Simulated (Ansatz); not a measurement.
This script drives the Python package of Ansatz (0.2.0).

Script `prototypes_rb.py`:
```python
"""Structural preference of Rb among simple prototypes."""

import warnings

import ansatz as az
import numpy as np
import spglib


def bcc(A, a):
    return (
        az.Lattice.bcc(a)
        .space_group(229)
        .atom(A, (0, 0, 0))
        .primitive()
    )


def sc(A, a):
    return (
        az.Lattice.cubic(a)
        .space_group(221)
        .atom(A, (0, 0, 0))
    )


def diamond(first, a):
    return az.Crystal.diamond(first, a=a)


def run_phase(name, crystal):
    calc = (
        crystal.calculation()
        .scf(tolerance=1e-08, max_iterations=65)
        .basis(550)
        .functional("r2SCAN")
        .kpoints(spacing=0.3)
        .occupations("gaussian", width=0.05)
        .stress()
        .band_table()
    )
    calc = calc.relax(force_tolerance=0.02, max_steps=30, cell=True)
    return calc.run(threads=1, pin="off")


def space_group(outcome):
    sites = outcome.report["lattice"]["sites"]
    kinds = sorted({site["symbol"] for site in sites})
    cell = (outcome.lattice.cell_ang, [site["position_frac"] for site in sites], [kinds.index(site["symbol"]) for site in sites])
    return spglib.get_spacegroup(cell, symprec=0.01)


def volume_per_atom(outcome):
    return abs(np.linalg.det(outcome.lattice.cell_ang)) / len(outcome.lattice.sites)

# starting lattice constants are rough guesses; the relaxation finds the rest
warnings.simplefilter("ignore", az.DeckWarning)

phases = {}
phases["bcc"] = bcc("Rb", 5.6)
phases["sc"] = sc("Rb", 4.59)
phases["diamond"] = diamond("Rb", 9.71)

done = {}
for name, crystal in phases.items():
    try:
        done[name] = run_phase(name, crystal)
    except az.NonConvergedError as error:
        print(name, "did not converge:", str(error)[:120])

energy = {name: o.report["energy_sigma0_ev"] / len(o.lattice.sites) for name, o in done.items()}
lowest = min(energy.values())
rows = [(name, len(o.lattice.sites), 1000 * (energy[name] - lowest), space_group(o), volume_per_atom(o)) for name, o in done.items()]
rows.sort(key=lambda row: row[2])
print("| phase | atoms | dE (meV/atom) | space group | V (A^3/atom) |")
print("| --- | --- | --- | --- | --- |")
for row in rows:
    print(f"| {row[0]} | {row[1]:d} | {row[2]:.1f} | {row[3]} | {row[4]:.3f} |")
print("lowest in energy:", rows[0][0])
```

It is started by `python prototypes_rb.py`. How long does it take on 1 thread of Arm Neoverse V1, with other jobs on the host, and how much memory does it need?

It took about 72 s, with a peak of 1.4 GiB, for 3 runs of the engine.

Running `python prototypes_rb.py` prints:
```text
| phase | atoms | dE (meV/atom) | space group | V (A^3/atom) |
| --- | --- | --- | --- | --- |
| bcc | 1 | 0.0 | Im-3m (229) | 94.786 |
| sc | 1 | 95.6 | Pm-3m (221) | 99.484 |
| diamond | 2 | 275.6 | Fd-3m (227) | 131.018 |
lowest in energy: bcc
```

By space group at the end of each run: Im-3m (+0 meV an atom, 94.8 Å³), Pm-3m (+96 meV an atom, 99.5 Å³) and Fd-3m (+276 meV an atom, 131.0 Å³).

The program warned that this SCF threshold is loose for forces or stresses. The cells are built on prototypes, so most aren't the phase found in nature. Rows bear the name of their start, and a relaxation keeps or raises the symmetry. Differences under about 40 meV an atom lie within the error of mesh and functional. The script silences the warnings on its input, which a real study should read.

(Lines on the test bed's own set-up are left out of the output.)
